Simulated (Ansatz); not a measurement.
Input of an Ansatz 0.2.0 run:

Contents of input.yaml:

```yaml
crystal:
  lattice:
    - [4.23698, 2.44622, 6.1284]
    - [-4.23698, 2.44622, 6.1284]
    - [0.0, -4.89244, 6.1284]
  atoms:
    - { symbol: Ba, position: [0.5, 0.5, 0.5] }
    - { symbol: Ba, position: [0.0, 0.0, 0.0] }
    - { symbol: V, position: [0.5, 0.5, 0.0], spin: 2.0 }
    - { symbol: V, position: [0.0, 0.5, 0.5], spin: 2.0 }
    - { symbol: V, position: [0.5, 0.0, 0.5], spin: 2.0 }
    - { symbol: Tl, position: [0.0, 0.0, 0.5] }
    - { symbol: Tl, position: [0.5, 0.0, 0.0] }
    - { symbol: Tl, position: [0.0, 0.5, 0.0] }
    - { symbol: Tl, position: [0.74045, 0.74045, 0.74045] }
    - { symbol: Tl, position: [0.25955, 0.25955, 0.25955] }
    - { symbol: O, position: [0.71652, 0.08089, 0.41242] }
    - { symbol: O, position: [0.41242, 0.71652, 0.08089] }
    - { symbol: O, position: [0.08089, 0.41242, 0.71652] }
    - { symbol: O, position: [0.58757, 0.91911, 0.28348] }
    - { symbol: O, position: [0.91911, 0.28348, 0.58757] }
    - { symbol: O, position: [0.28348, 0.58757, 0.91911] }
    - { symbol: O, position: [0.28348, 0.91911, 0.58757] }
    - { symbol: O, position: [0.58757, 0.28348, 0.91911] }
    - { symbol: O, position: [0.91911, 0.58757, 0.28348] }
    - { symbol: O, position: [0.41242, 0.08089, 0.71652] }
    - { symbol: O, position: [0.08089, 0.71652, 0.41242] }
    - { symbol: O, position: [0.71652, 0.41242, 0.08089] }
kpoints:
  mp_grid: { grid: [3, 3, 3] }
  band_path:
    path:
      - [0.0, 0.0, 0.0]
      - [0.5, 0.0, 0.0]
      - [0.5, 0.2728865088, -0.2728865088]
    npoints: 12
scf:
  occupations: { method: fermi_dirac, width: 0.05 }
hamiltonian:
  xc: rpbe
  pseudopotentials: { kind: all_electron, lapw: { basis_error: 0.003 } }
magnetization:
  spin_polarized: true
output:
  forces: true
  stress: true
  eigenvalues: true
```

Potentials or basis: all-electron LAPW, scalar-relativistic.

Run with:

```console
$ ansatz run input.yaml --threads 8 --pin off --max-ram 24576MiB --backend cpu --events-out ev --progress --plain --runs-dir out
```

(1) Estimate the largest force.

(2) Estimate the absolute moment.

(3) Estimate the band gap along the path.

(4) Predict the net moment.

Answers

(1) 0.128 eV/Å.

(2) 1.78 μB per cell.

(3) none (metal or under the smearing width).

(4) 1.23 μB per cell.

Caveat: the k mesh is thin for a metal, which can move the energy by tens of meV per atom; spin-orbit coupling is left out, which moves the levels of the heavy elements; semilocal functionals often make such compounds metallic where correlation or magnetic order opens a gap, which also shifts bond lengths.
